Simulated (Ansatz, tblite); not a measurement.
**The cluster Mg₃Cl₄+: a ladder of methods and basis sets**

An exercise on one series of results from a longer session: the logs are not shown, and one member is left open.

Computed with Ansatz 0.2.0, Gaussian basis. Level: as each input shows.

Plan: GFN1-xTB, GFN2-xTB, PBE-D4/def2-TZVP, r2SCAN-D4/def2-TZVP, r2SCANh-D4/def2-TZVP, B3LYP-D4/def2-TZVP, r2SCAN0-D4/def2-TZVP, PBE-D4/def2-SVP, PBE0-D4/def2-SVP, CCSD(T)/def2-SVP, MP2/def2-TZVP.

2 further runs of the same task are left out: 2 set aside as unsound or not needed.

### The geometry

The doublet was relaxed beforehand with PBE0-D4/def2-SVP. At that level it is the lowest of the isomers that a small search found.

7 atoms, charge 1, spin multiplicity 2.

Bond lengths: Mg1–Cl4 2.377 Å, Mg1–Cl5 2.376 Å, Mg1–Cl7 2.298 Å, Mg2–Cl4 2.376 Å, Mg2–Cl5 2.376 Å, Mg2–Cl6 2.298 Å, Mg3–Cl6 2.561 Å, Mg3–Cl7 2.561 Å. Angles: Cl4–Mg1–Cl5 92.1°, Cl4–Mg1–Cl7 112.9°, Cl5–Mg1–Cl7 113.1°, Cl4–Mg2–Cl5 92.1°, Cl4–Mg2–Cl6 113.0°, Cl5–Mg2–Cl6 113.1°, Cl6–Mg3–Cl7 104.4°, Mg1–Cl4–Mg2 80.1°, Mg1–Cl5–Mg2 80.1°, Mg2–Cl6–Mg3 115.3°, Mg1–Cl7–Mg3 115.4°.

The ion is computed in the gas phase, without counter-ions or solvent.

PBE0-D4/def2-TZVP was run before; its log isn't repeated, and its numbers join the tables.

The first run:

Tight binding, by tblite at 300 K electronic temperature and without a spin-polarisation term:

```python
tblite.interface.Calculator('GFN1-xTB', numbers, positions, charge=1, uhf=1).singlepoint()
```

Tight binding, by tblite at 300 K electronic temperature and without a spin-polarisation term:

```python
tblite.interface.Calculator('GFN2-xTB', numbers, positions, charge=1, uhf=1).singlepoint()
```

start.molden holds the orbitals of an earlier run on this state, given as this run's starting guess.

in.yaml

```yaml
crystal:
  periodic: [false, false, false]
  atoms:
    - {symbol: Mg, position_ang: [-1.194637, 0.807826, 1.131914]}
    - {symbol: Mg, position_ang: [0.706264, -1.546924, 0.683661]}
    - {symbol: Mg, position_ang: [0.683683, 1.030347, -2.515111]}
    - {symbol: Cl, position_ang: [0.887580, 0.305233, 2.161477]}
    - {symbol: Cl, position_ang: [-1.667914, -1.491353, 0.762324]}
    - {symbol: Cl, position_ang: [1.550012, -1.110324, -1.408517]}
    - {symbol: Cl, position_ang: [-0.964999, 2.005185, -0.815747]}
basis:
  gaussian: {orbitals: def2-TZVP, initial_orbitals: start.molden}
total_charge: 1
magnetization: {spin_polarized: true, initial_magnetization: 1}
hamiltonian: {xc: pbe, dispersion: d4}
scf: {omitted_lower_state_checks: [starts]}
output: {forces: true, orbitals: {seedname: orbitals}}
```

Launch:

```console
$ ansatz run in.yaml --threads 4 --pin off --events-out ev --progress --plain --max-ram 4787MiB
```

Steps of the session up to this table: PBE-D4/def2-TZVP; r2SCAN-D4/def2-TZVP; r2SCANh-D4/def2-TZVP; B3LYP-D4/def2-TZVP; r2SCAN0-D4/def2-TZVP; PBE-D4/def2-SVP; PBE0-D4/def2-SVP; CCSD(T)/def2-SVP; MP2/def2-TZVP.

One table of the session follows, with a row left open; its other results are not shown here.

| level | HOMO (eV) | LUMO (eV) | gap (eV) |
| --- | --- | --- | --- |
| PBE-D4/def2-SVP | -8.19 | -7.34 | 0.85 |
| PBE-D4/def2-TZVP | -8.15 | -7.25 | 0.89 |
| r2SCAN-D4/def2-TZVP | -8.11 | -6.63 | 1.47 |
| r2SCANh-D4/def2-TZVP | -8.36 | -6.44 | 1.92 |
| B3LYP-D4/def2-TZVP | -8.61 | -6.84 | 1.78 |
| PBE0-D4/def2-SVP | -8.74 | -6.58 | 2.16 |
| PBE0-D4/def2-TZVP | ? | ? | ? |
| r2SCAN0-D4/def2-TZVP | -8.76 | -6.15 | 2.60 |

Estimate the missing values for PBE0-D4/def2-TZVP.

As computed: HOMO (eV): -8.72; LUMO (eV): -6.48; gap (eV): 2.24. In the column «HOMO (eV)» it lies between PBE0-D4/def2-SVP (-8.74) and B3LYP-D4/def2-TZVP (-8.61).
